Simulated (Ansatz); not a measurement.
**ClH4NbO4: up Jacob's ladder to CCSD(T)**

An exercise on one series of results from a longer session: the logs are not shown, and one member is left open.

Computed with Ansatz 0.2.0, Gaussian basis. Level: functionals in def2-TZVPP, the program's frozen cores in correlated methods.

Plan: LDA (SPW92), PBE-D4, revPBE-D4, BLYP-D4, r2SCAN-D4, B97M-V, PBE0-D4, B3LYP-D4, r2SCANh-D4, r2SCAN0-D4, HSE06-D4, BHLYP-D4, CAM-B3LYP-D4, LC-ωPBE, ωB97X-V, ωB97M-V, B2PLYP, PBE-QIDH; CCSD(T)/def2-SVP; CCSD(T)/def2-TZVPP; MP2/def2-QZVPP; extrapolation to the limit; RPA on PBE.

**The relaxed structure**

An earlier PBE0-D4 in a triple-zeta def2 set relaxation fixed the geometry. Nb takes the def2 core potential; no spin-orbit term is included.

SMILES `[OH][Nb]([OH])([OH])([OH])[Cl]`, 10 atoms, charge 0, spin multiplicity 1.

Atoms are counted from 1 here; the program's logs count them from 0.

Bond lengths: O1–Nb2 1.888 Å, O1–H7 0.959 Å, Nb2–O3 1.882 Å, Nb2–O4 1.882 Å, Nb2–O5 1.888 Å, Nb2–Cl6 2.416 Å, O3–H8 0.961 Å, O4–H9 0.961 Å, O5–H10 0.959 Å. Angles: Nb2–O1–H7 131.6°, O1–Nb2–O3 95.1°, O1–Nb2–O4 95.1°, O1–Nb2–O5 161.6°, O1–Nb2–Cl6 80.8°, O3–Nb2–O4 112.1°, O3–Nb2–O5 95.1°, O3–Nb2–Cl6 124.0°, O4–Nb2–O5 95.2°, O4–Nb2–Cl6 123.9°, O5–Nb2–Cl6 80.8°, Nb2–O3–H8 122.0°, Nb2–O4–H9 122.0°, Nb2–O5–H10 131.6°.

The first run:

File in.yaml:

```yaml
crystal:
  periodic: [false, false, false]
  atoms:
    - {symbol: O, position_ang: [-1.556127, -0.896031, -0.542798]}
    - {symbol: Nb, position_ang: [0.020319, -0.035487, 0.038823]}
    - {symbol: O, position_ang: [1.114305, -1.558326, -0.127094]}
    - {symbol: O, position_ang: [-0.571131, 0.222220, 1.807130]}
    - {symbol: O, position_ang: [1.452944, 1.188128, 0.159248]}
    - {symbol: Cl, position_ang: [-0.557619, 1.418804, -1.801348]}
    - {symbol: H, position_ang: [-2.158224, -0.702374, -1.263216]}
    - {symbol: H, position_ang: [2.070312, -1.511158, -0.039921]}
    - {symbol: H, position_ang: [-1.399742, -0.145484, 2.126457]}
    - {symbol: H, position_ang: [1.668163, 1.968510, -0.354280]}
basis:
  gaussian: {orbitals: def2-TZVPP}
hamiltonian: {xc: lda}
output: {orbitals: {seedname: orbitals}}
```

Started as:

```console
$ ansatz run in.yaml --threads 4 --pin off --events-out ev --progress --plain --max-ram 11315MiB
```

Steps of the session up to this table: LDA; PBE-D4 (GGA); revPBE-D4 (GGA); BLYP-D4 (GGA); r2SCAN-D4 (meta-GGA); B97M-V (meta-GGA); B3LYP-D4 (hybrid); r2SCANh-D4 (hybrid); r2SCAN0-D4 (hybrid); HSE06-D4 (hybrid); BHLYP-D4 (hybrid); CAM-B3LYP-D4 (range-separated); LC-ωPBE (range-separated); ωB97X-V (range-separated); ωB97M-V (range-separated); B2PLYP (double hybrid); PBE-QIDH (double hybrid).

One of the session's tables, all rows but one given; the rest of the session is left out.

It belongs to the step «Frontier levels by functional». 

| functional | HOMO (eV) | LUMO (eV) | gap (eV) |
| --- | --- | --- | --- |
| LDA (SPW92) | -6.90 | -2.88 | 4.02 |
| PBE-D4 | -6.71 | -2.65 | 4.06 |
| revPBE-D4 | -6.63 | -2.56 | 4.07 |
| BLYP-D4 | -6.57 | -2.57 | 4.00 |
| r2SCAN-D4 | -7.06 | -2.57 | 4.49 |
| B97M-V | -7.14 | -2.55 | 4.59 |
| PBE0-D4 | ? | ? | ? |
| B3LYP-D4 | -7.90 | -2.13 | 5.77 |
| r2SCANh-D4 | -7.60 | -2.28 | 5.32 |
| r2SCAN0-D4 | -8.42 | -1.82 | 6.60 |
| HSE06-D4 | -7.77 | -2.26 | 5.51 |
| BHLYP-D4 | -9.52 | -0.97 | 8.55 |
| CAM-B3LYP-D4 | -9.58 | -0.82 | 8.76 |
| LC-ωPBE | -10.98 | 0.37 | 11.36 |
| ωB97X-V | -10.61 | 0.28 | 10.89 |
| ωB97M-V | -10.48 | 0.21 | 10.69 |

**Question.** Estimate the row for PBE0-D4.

As computed: HOMO (eV): -8.17; LUMO (eV): -1.88; gap (eV): 6.29. In the column «HOMO (eV)» it lies between r2SCAN0-D4 (-8.42) and B3LYP-D4 (-7.90).
